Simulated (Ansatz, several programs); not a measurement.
Li2BrCl as one 4-atom ordering (R-3m) on the rocksalt lattice, relaxed with r2SCAN in Ansatz (plane waves, PAW): space group R-3m (No. 166), trigonal; a = 3.752 Å, c = 18.349 Å in the conventional setting, 18.64 Å³ an atom. Cl is surrounded by 6 Li at 2.61 Å; Br is surrounded by 6 Li at 2.70 Å; Li is surrounded by 3 Cl at 2.61 Å and 3 Br at 2.70 Å. The cell was then scaled with its shape and fractional coordinates held, which makes it stiffer than a relaxed compression. The cell comes from a prototype generator: it can be a known phase or a hypothetical one. Spin polarisation is off.

```tsv
V (Å³/atom)	E (meV/atom)
17.525	7.25
18.084	1.71
18.643	0.00
19.762	5.82
```

Question: Pass a cubic E = c₀ + c₁u + c₂u² + c₃u³, with u = V − 18.503 Å³, through these points.

Answer: c₀ = 0.10, c₁ = -1.465, c₂ = 5.451, c₃ = -0.5390 (meV and Å³).

Question: Where is the minimum, and what bulk modulus follows?

Answer: dE/du = 0 at u = +0.137, so V₀ = 18.64 Å³. B = V₀ d²E/dV² = 18.64 × (2c₂ + 6c₃u) = 18.64 × 10.458 = 195 meV/Å³, and 1 meV/Å³ is 0.16022 GPa: 31 GPa. A third-order Birch-Murnaghan fit to all five points gives 18.64 Å³ and 31 GPa.

Question: Predict the energy and the pressure at the withheld volume, 19.203 Å³.

Answer: With u = +0.700: E ≈ 1.56 meV and P = −dE/dV ≈ -0.86 GPa. The run gives 1.53 meV and, from its stress, -0.86 GPa.
